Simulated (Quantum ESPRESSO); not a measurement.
# BiTe (R-3m) in Quantum ESPRESSO: notebook, part 3 of 3

Quantum ESPRESSO 7.5.

## (4) Phonons, PBE

Input file pw.in:

```
&CONTROL
  calculation = 'scf'
  prefix = 'pwscf'
  outdir = './tmp'
  pseudo_dir = './pseudo'
  tprnfor = .true.
  tstress = .true.
  disk_io = 'low'
/
&SYSTEM
  ibrav = 0
  celldm(1) = 8
  nat = 2
  ntyp = 2
  ecutwfc = 70
  nbnd = 23
  occupations = 'smearing'
  smearing = 'mv'
  degauss = 0.01469973
/
&ELECTRONS
  conv_thr = 4d-10
  electron_maxstep = 120
  mixing_beta = 0.5
/
ATOMIC_SPECIES
Bi   208.9804 83_Bi_15_2.4_2.8_pbe_n_v1.0.upf
Te   127.6000 52_Te_16_2.3_2.3_pbe_n_v1.0.upf
CELL_PARAMETERS alat
  0.5722817713243   0.3304070347278   0.7835966586787
 -0.5722817713243   0.3304070347278   0.7835966586787
  0.0000000000000  -0.6608140694556   0.7835966586787
ATOMIC_POSITIONS crystal
Bi     0.5000000000    0.5000000000    0.5000000000
Te     0.0000000000    0.0000000000    0.0000000000
K_POINTS automatic
6 6 6 0 0 0
```

Input file scf2.in:

```
&CONTROL
  calculation = 'scf'
  prefix = 'pwscf'
  outdir = './tmp'
  pseudo_dir = './pseudo'
  tprnfor = .true.
  tstress = .true.
  disk_io = 'low'
/
&SYSTEM
  ibrav = 0
  celldm(1) = 8
  nat = 2
  ntyp = 2
  ecutwfc = 70
  nbnd = 23
  occupations = 'smearing'
  smearing = 'mv'
  degauss = 0.01469973
/
&ELECTRONS
  conv_thr = 1d-13
  electron_maxstep = 120
  mixing_beta = 0.5
  startingpot = 'file'
  startingwfc = 'file'
/
ATOMIC_SPECIES
Bi   208.9804 83_Bi_15_2.4_2.8_pbe_n_v1.0.upf
Te   127.6000 52_Te_16_2.3_2.3_pbe_n_v1.0.upf
CELL_PARAMETERS alat
  0.5722817713243   0.3304070347278   0.7835966586787
 -0.5722817713243   0.3304070347278   0.7835966586787
  0.0000000000000  -0.6608140694556   0.7835966586787
ATOMIC_POSITIONS crystal
Bi     0.5000000000    0.5000000000    0.5000000000
Te     0.0000000000    0.0000000000    0.0000000000
K_POINTS automatic
6 6 6 0 0 0
```

Input file ph.in:

```
phonons of BiTe
&INPUTPH
  prefix = 'pwscf'
  outdir = './tmp'
  tr2_ph = 1d-18
  fildyn = 'dyn'
  niter_ph = 90
  alpha_mix(1) = 0.4
/
0.0000000000 0.0000000000 0.0000000000
```

Input file dynmat.in:

```
&INPUT
  fildyn = 'dyn'
  asr = 'crystal'
  filout = 'dynmat.disp'
  fileig = 'dynmat.eig'
/
```

Potentials or basis: SPMS 1.0 PBE.

Command:

```sh
> OMP_NUM_THREADS=1 mpirun -n 4 pw.x -nk 4 -in pw.in > pw.out
> OMP_NUM_THREADS=1 mpirun -n 4 pw.x -nk 4 -in scf2.in > scf2.out
> OMP_NUM_THREADS=1 mpirun -n 4 ph.x -nk 4 -in ph.in > ph.out
> OMP_NUM_THREADS=1 mpirun -n 1 dynmat.x -in dynmat.in > dynmat.out
```

pw.out:

```text
This program is part of the open-source Quantum ESPRESSO suite
     for quantum simulation of materials; please cite
[... 6 lines left out ...]
     using ibrav=0 with symmetry is DISCOURAGED, use correct ibrav instead

     K-points division:     npool     =       4
     Subspace diagonalization in iterative solution of the eigenvalue problem:
     a serial algorithm will be used

     G-vector sticks info
     --------------------
     sticks:   dense  smooth     PW     G-vecs:    dense   smooth      PW
     Sum        1385    1385    407                36033    36033    5701

     Using Slab Decomposition

     bravais-lattice index     =            0
     lattice parameter (alat)  =       8.0000  a.u.
     unit-cell volume          =     455.1693 (a.u.)^3
     number of atoms/cell      =            2
     number of atomic types    =            2
     number of electrons       =        31.00
     number of Kohn-Sham states=           23
     kinetic-energy cutoff     =      70.0000  Ry
     charge density cutoff     =     280.0000  Ry
     scf convergence threshold =      4.0E-10
     mixing beta               =       0.5000
     number of iterations used =            8  plain     mixing
     Exchange-correlation= PBE
                           (   1   4   3   4   0   0   0)

     celldm(1)=   8.000000  celldm(2)=   0.000000  celldm(3)=   0.000000
     celldm(4)=   0.000000  celldm(5)=   0.000000  celldm(6)=   0.000000

     crystal axes: (cart. coord. in units of alat)
               a(1) = (   0.572282   0.330407   0.783597 )
               a(2) = (  -0.572282   0.330407   0.783597 )
               a(3) = (   0.000000  -0.660814   0.783597 )

     reciprocal axes: (cart. coord. in units 2 pi/alat)
               b(1) = (  0.873695  0.504428  0.425389 )
               b(2) = ( -0.873695  0.504428  0.425389 )
               b(3) = (  0.000000 -1.008857  0.425389 )

     PseudoPot. # 1 for Bi read from file:
     83_Bi_15_2.4_2.8_pbe_n_v1.0.upf
     Pseudo is Norm-conserving + core correction, Zval = 15.0
[... 36 lines left out ...]
        k(    2) = (   0.0000000  -0.1681428   0.0708982), wk =   0.0555556
        k(    3) = (   0.0000000  -0.3362855   0.1417963), wk =   0.0555556
        k(    4) = (   0.0000000   0.5044283  -0.2126945), wk =   0.0277778
        k(    5) = (  -0.1456159  -0.0840714   0.1417963), wk =   0.0555556
        k(    6) = (  -0.1456159  -0.2522142   0.2126945), wk =   0.1111111
[... 24 lines left out ...]
        k(   31) = (   0.7280796   0.2522142  -0.2126945), wk =   0.0555556
        k(   32) = (   0.0000000   0.0000000  -0.6380834), wk =   0.0092593

     Dense  grid:    36033 G-vectors     FFT dimensions: (  45,  45,  45)

     Initial potential from superposition of free atoms

     starting charge      30.9989, renormalised to      31.0000
     Starting wfcs are   18 randomized atomic wfcs +    5 random wfcs

     Self-consistent Calculation

     iteration #  1     ecut=    70.00 Ry     beta= 0.50
     Davidson diagonalization with overlap
     ethr =  1.00E-02,  avg # of iterations =  5.0

     Threshold (ethr) on eigenvalues was too large:
     Diagonalizing with lowered threshold

     Davidson diagonalization with overlap
     ethr =  4.91E-05,  avg # of iterations =  6.1

     total energy              =    -352.38089055 Ry
     estimated scf accuracy    <       0.01493830 Ry
[... 43 lines left out ...]
     iteration #  8     ecut=    70.00 Ry     beta= 0.50
     Davidson diagonalization with overlap
     ethr =  9.34E-12,  avg # of iterations =  2.1

     End of self-consistent calculation

          k = 0.0000 0.0000 0.0000 (  4463 PWs)   bands (ev):

   -26.5859 -26.5859 -26.5496 -26.5496 -26.5362 -12.5522 -12.5522 -12.5406
   -12.5406 -12.5294  -2.8132   2.3867   7.7653   7.7653   9.0702  12.5574
    13.2007  13.2007  14.7651  14.7652  16.8893  17.3641  17.6224

          k = 0.0000-0.1681 0.0709 (  4490 PWs)   bands (ev):

   -26.5858 -26.5858 -26.5496 -26.5494 -26.5361 -12.5517 -12.5515 -12.5423
   -12.5394 -12.5289  -2.5775   1.8119   7.9207   8.1071   8.9845  11.7527
    12.2891  12.4658  15.1600  15.3778  17.2305  18.2014  18.7035

          k = 0.0000-0.3363 0.1418 (  4511 PWs)   bands (ev):

   -26.5857 -26.5857 -26.5497 -26.5489 -26.5360 -12.5517 -12.5503 -12.5455
   -12.5374 -12.5265  -1.8877   0.5493   8.3711   8.6085   9.1966  10.4527
    10.8750  11.4959  16.1850  16.2855  18.7871  19.4958  20.5233

          k = 0.0000 0.5044-0.2127 (  4506 PWs)   bands (ev):
[... 121 lines left out ...]
   -26.5859 -26.5855 -26.5493 -26.5485 -26.5360 -12.5580 -12.5493 -12.5415
   -12.5302 -12.5261  -0.7252   0.1250   5.4119   6.1836   8.1603  11.4696
    13.9846  14.7430  14.8910  17.8200  19.3823  20.3178  21.7133

          k = 0.5825-0.0000-0.2127 (  4496 PWs)   bands (ev):

   -26.5858 -26.5856 -26.5495 -26.5486 -26.5360 -12.5543 -12.5501 -12.5433
   -12.5346 -12.5251  -0.6398  -0.3939   6.3079   6.3400   9.3678  10.7155
    13.3552  13.8045  15.9004  15.9763  20.0079  20.3535  22.0482

          k = 0.4368 0.2522-0.2127 (  4527 PWs)   bands (ev):
[... 37 lines left out ...]
   -26.5858 -26.5858 -26.5484 -26.5484 -26.5362 -12.5569 -12.5569 -12.5318
   -12.5282 -12.5282  -0.5687  -0.2687   8.3179   8.3179   8.4414   9.1154
     9.4137   9.4137  18.6823  19.3068  19.9863  19.9865  20.7723

     the Fermi energy is    10.6326 ev

!    total energy              =    -352.38501058 Ry
     estimated scf accuracy    <          8.7E-11 Ry
     smearing contrib. (-TS)   =       0.00029247 Ry
     internal energy E=F+TS    =    -352.38530304 Ry

     The total energy is F=E-TS. E is the sum of the following terms:
     one-electron contribution =    -120.37774036 Ry
     hartree contribution      =      73.43677329 Ry
     xc contribution           =     -81.48654850 Ry
     ewald contribution        =    -223.95778747 Ry

     convergence has been achieved in   8 iterations

     Forces acting on atoms (cartesian axes, Ry/au):

     atom    1 type  1   force =     0.00000000    0.00000000    0.00000000
     atom    2 type  2   force =     0.00000000    0.00000000    0.00000000

     Total force =     0.000000     Total SCF correction =     0.000000

     Computing stress (Cartesian axis) and pressure

          total   stress  (Ry/bohr**3)                   (kbar)     P=       -0.52
  -0.00000199  -0.00000000  -0.00000000           -0.29       -0.00       -0.00
  -0.00000000  -0.00000199  -0.00000000           -0.00       -0.29       -0.00
   0.00000000   0.00000000  -0.00000656            0.00        0.00       -0.96

=------------------------------------------------------------------------------=
   JOB DONE.
=------------------------------------------------------------------------------=
```

scf2.out:

```text
This program is part of the open-source Quantum ESPRESSO suite
     for quantum simulation of materials; please cite
[... 6 lines left out ...]
     using ibrav=0 with symmetry is DISCOURAGED, use correct ibrav instead

     K-points division:     npool     =       4
[... 367 lines left out ...]
  -0.00000189   0.00000000   0.00000000           -0.28        0.00        0.00
   0.00000000  -0.00000189  -0.00000000            0.00       -0.28       -0.00
   0.00000000  -0.00000000  -0.00000644            0.00       -0.00       -0.95

=------------------------------------------------------------------------------=
   JOB DONE.
=------------------------------------------------------------------------------=
```

Run time: 4.1 min. Hardware: 4 MPI ranks of Arm Neoverse V2, shared host; peak memory 0.4 GiB.

What came out:

```
Free energy                   : -4794.4423 eV
Pressure after relaxing       : -0.1 GPa
Band gap on the k mesh        : none (metal or under the smearing width)
Highest phonon frequency at Γ : 92 cm⁻¹
```

Phonon frequencies in cm⁻¹ (negative: imaginary):
```tsv
q point	frequencies
(0.000, 0.000, 0.000)	-1 -1 -1 74 92 92
```

Optical modes at Γ, degenerate ones joined:
```csv
cm⁻¹,components,symmetry,active in
74,1,A2u,IR
92,2,Eu,IR
```

Caveat: the mesh is thin for the phonons of a metal; spin-orbit coupling is left out, which moves the levels of the heavy elements.

## (5) Overview

| potentials or basis | cutoff (eV) | gap on the mesh (eV) | pressure (GPa) |
| --- | --- | --- | --- |
| SSSP 1.3 efficiency PBE | 748 | none | -0.3 |
| SG15 PBE 1.2 | 952 | none | -0.1 |
| SPMS 1.0 PBE | 952 | none | -0.1 |

Alike in all rows: task phonons; level PBE; no spin polarisation; cell relaxed; k mesh 6 × 6 × 6; smearing cold 0.2 eV.

Caveats: the mesh is thin for the phonons of a metal; spin-orbit coupling is left out, which moves the levels of the heavy elements.

Absolute energies hang on the potentials; compare differences alone.
